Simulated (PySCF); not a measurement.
# YbCl2: other functionals and bases at one geometry

An exercise on one series of results from a longer session: the logs are not shown, and one member is left open.

Computed with PySCF 2.14.0. Level: several levels, as the steps say, no spin–orbit coupling.

1 further run of the same task is left out (for a known fault of the program).

### Starting geometry

3 atoms, charge 0, spin multiplicity 1.

Bond lengths: Yb1–Cl2 2.484 Å, Yb1–Cl3 2.484 Å. Angles: Cl2–Yb1–Cl3 138.8°.

Geometry (Å):

```xyz
3

Yb    0.0000    0.0000   -0.1620
Cl    2.3250    0.0000    0.7125
Cl   -2.3250    0.0000    0.7125
```

Formal oxidation states: Yb +2. An earlier session relaxed this geometry at PBE0, Yb def2-SVP with ECP28, Cl def2-SVP (singlet, point group C2v).

At PBE0 on the finer grid: E = -2079.152991 Eh, HOMO -6.23 eV, LUMO -2.21 eV, Mulliken charge on Yb1 +0.89 e, largest force component 0.006 eV/Å. 

Levels to run: BP86; wB97X; PBE0, TZVP. Hardware: 2 threads of Arm Neoverse V1, shared host.

Set-up of the first run:

The input, run.py (the lines that set the calculation):

```python
mol = gto.M(atom='''
Yb     0.00000     0.00000    -0.16195
Cl     2.32499     0.00000     0.71252
Cl    -2.32499     0.00000     0.71252''',
    basis={'Yb': 'def2-SVP', 'Cl': 'def2-SVP'},
    ecp={'Yb': 'def2-SVP'},
    charge=0, spin=0)
mf = dft.RKS(mol, xc='B88,P86')
mf.grids.atom_grid = (75, 302)  # f atoms: unpruned, at least (60, 302)
mf = mf.density_fit()  # fitting sets: Yb def2-universal-JKFIT, Cl def2-universal-JKFIT
mf.conv_tol = 1e-08; mf.max_cycle = 55
mf.kernel(dm0)  # dm0: the density of the relaxed state
```

On the command line:

```sh
> OMP_NUM_THREADS=2 python run.py
```

Steps of the session up to this table: BP86; wB97X; PBE0, TZVP.

One of the session's tables, all rows but one given; the rest of the session is left out.

| level | HOMO (eV) | gap (eV) | charge on Yb1 (e) | dipole (D) | largest force component (eV/Å) |
| --- | --- | --- | --- | --- | --- |
| PBE0 (relaxed here) | -6.23 | 4.02 | 0.89 | 5.13 | 0.01 |
| BP86 | -3.68 | 0.90 | 0.78 | 4.84 | 0.09 |
| wB97X | ? | ? | ? | ? | ? |
| PBE0, TZVP | -6.41 | 4.09 | 1.12 | 5.22 | 0.13 |

Estimate the missing values for wB97X.

As computed: HOMO (eV): -8.73; gap (eV): 8.37; charge on Yb1 (e): 0.91; dipole (D): 5.31; largest force component (eV/Å): 0.09. In the column «HOMO (eV)» it is the lowest.

In one basis the HOMO–LUMO gap runs from 0.90 eV (BP86) to 8.37 eV (wB97X). The largest leftover force, 0.13 eV/Å with PBE0, TZVP, stands at a geometry relaxed at another level. Total energies of different levels can't be compared.
